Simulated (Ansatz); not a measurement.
**C7H16S: basis-set convergence**

An exercise on one series of results from a longer session: the logs are not shown, and one member is left open.

Program: Ansatz 0.2.0, Gaussian basis. Level of theory: one geometry, several basis sets. These are calculated values, not measurements.

The runs, in order: PBE0-D4/def2-SVP; ωB97M-V/def2-SVP; PBE0-D4/def2-QZVPP; ωB97M-V/def2-QZVPP; the functionals' def2-TZVPP values are taken from earlier runs.

### The relaxed structure

The geometry comes from an earlier relaxation with PBE0-D4 in a triple-zeta def2 set; it is a stationary point, not always the lowest conformer.

24 atoms, charge 0, spin multiplicity 1.

Atoms are counted from 1 here; the program's logs count them from 0.

Bond lengths: C1–C2 1.520 Å, C1–H9 1.092 Å, C1–H10 1.092 Å, C1–H11 1.094 Å, C2–C3 1.523 Å, C2–H12 1.097 Å, C2–H13 1.095 Å, C3–C4 1.522 Å, C3–H14 1.096 Å, C3–H15 1.096 Å, C4–C5 1.523 Å, C4–H16 1.096 Å, C4–H17 1.096 Å, C5–C6 1.520 Å, C5–H18 1.097 Å, C5–H19 1.095 Å, C6–C7 1.519 Å, C6–H20 1.098 Å and more. Angles: C2–C1–H9 111.2°, C2–C1–H10 111.9°, C2–C1–H11 110.9°, H9–C1–H10 107.4°, H9–C1–H11 107.6°, H10–C1–H11 107.6°, C1–C2–C3 114.0°, C1–C2–H12 109.5°, C1–C2–H13 109.1°, C3–C2–H12 109.1°, C3–C2–H13 108.8°, H12–C2–H13 106.0°, C2–C3–C4 114.0°, C2–C3–H14 108.8°, C2–C3–H15 109.1°, C4–C3–H14 110.0°, C4–C3–H15 108.6°, H14–C3–H15 106.1° and more.

Set-up of the first run:

Input file in.yaml:

```yaml
crystal:
  periodic: [false, false, false]
  atoms:
    - {symbol: C, position_ang: [-2.128517, 2.561577, 0.301687]}
    - {symbol: C, position_ang: [-0.716963, 2.485819, 0.861353]}
    - {symbol: C, position_ang: [-0.066808, 1.115446, 0.719507]}
    - {symbol: C, position_ang: [0.172457, 0.689345, -0.722265]}
    - {symbol: C, position_ang: [0.968111, -0.601167, -0.863604]}
    - {symbol: C, position_ang: [0.241185, -1.834727, -0.354737]}
    - {symbol: C, position_ang: [1.025982, -3.124262, -0.521255]}
    - {symbol: S, position_ang: [2.552376, -3.223848, 0.455544]}
    - {symbol: H, position_ang: [-2.573576, 3.542802, 0.481954]}
    - {symbol: H, position_ang: [-2.148666, 2.387164, -0.776476]}
    - {symbol: H, position_ang: [-2.775471, 1.813158, 0.769385]}
    - {symbol: H, position_ang: [-0.086531, 3.235030, 0.367801]}
    - {symbol: H, position_ang: [-0.737293, 2.758753, 1.921614]}
    - {symbol: H, position_ang: [-0.691483, 0.374247, 1.231612]}
    - {symbol: H, position_ang: [0.894724, 1.118906, 1.246392]}
    - {symbol: H, position_ang: [-0.784662, 0.581973, -1.245493]}
    - {symbol: H, position_ang: [0.710970, 1.493436, -1.237716]}
    - {symbol: H, position_ang: [1.216620, -0.755578, -1.920452]}
    - {symbol: H, position_ang: [1.922792, -0.504591, -0.335860]}
    - {symbol: H, position_ang: [-0.707559, -1.943965, -0.896366]}
    - {symbol: H, position_ang: [-0.022287, -1.714721, 0.701093]}
    - {symbol: H, position_ang: [0.408729, -3.993916, -0.290208]}
    - {symbol: H, position_ang: [1.362376, -3.237527, -1.555985]}
    - {symbol: H, position_ang: [1.963483, -3.223354, 1.662465]}
basis:
  gaussian: {orbitals: def2-SVP}
hamiltonian: {xc: pbe0, dispersion: d4}
output: {orbitals: {seedname: orbitals}}
```

Command:

```console
ansatz run in.yaml --threads 4 --pin off --events-out ev --progress --plain --max-ram 66560MiB --backend cpu
```

Among the steps run: PBE0-D4 in def2-SVP; ωB97M-V in def2-SVP; PBE0-D4 in def2-QZVPP; ωB97M-V in def2-QZVPP.

One of the session's tables, all rows but one given; the rest of the session is left out.

It belongs to the step «Density functionals: the series». 

```
functional       basis  HOMO (eV)  LUMO (eV)
   PBE0-D4    def2-SVP          ?          ?
   PBE0-D4  def2-TZVPP      -6.71       0.59
   PBE0-D4  def2-QZVPP      -6.74       0.34
   ωB97M-V    def2-SVP      -8.81       3.04
   ωB97M-V  def2-TZVPP      -8.96       2.29
   ωB97M-V  def2-QZVPP      -9.00       1.74
```

Q: Estimate the row for PBE0-D4, def2-SVP from the others.

The run gave: HOMO (eV): -6.58; LUMO (eV): 1.14. In the column «HOMO (eV)» it is the highest.
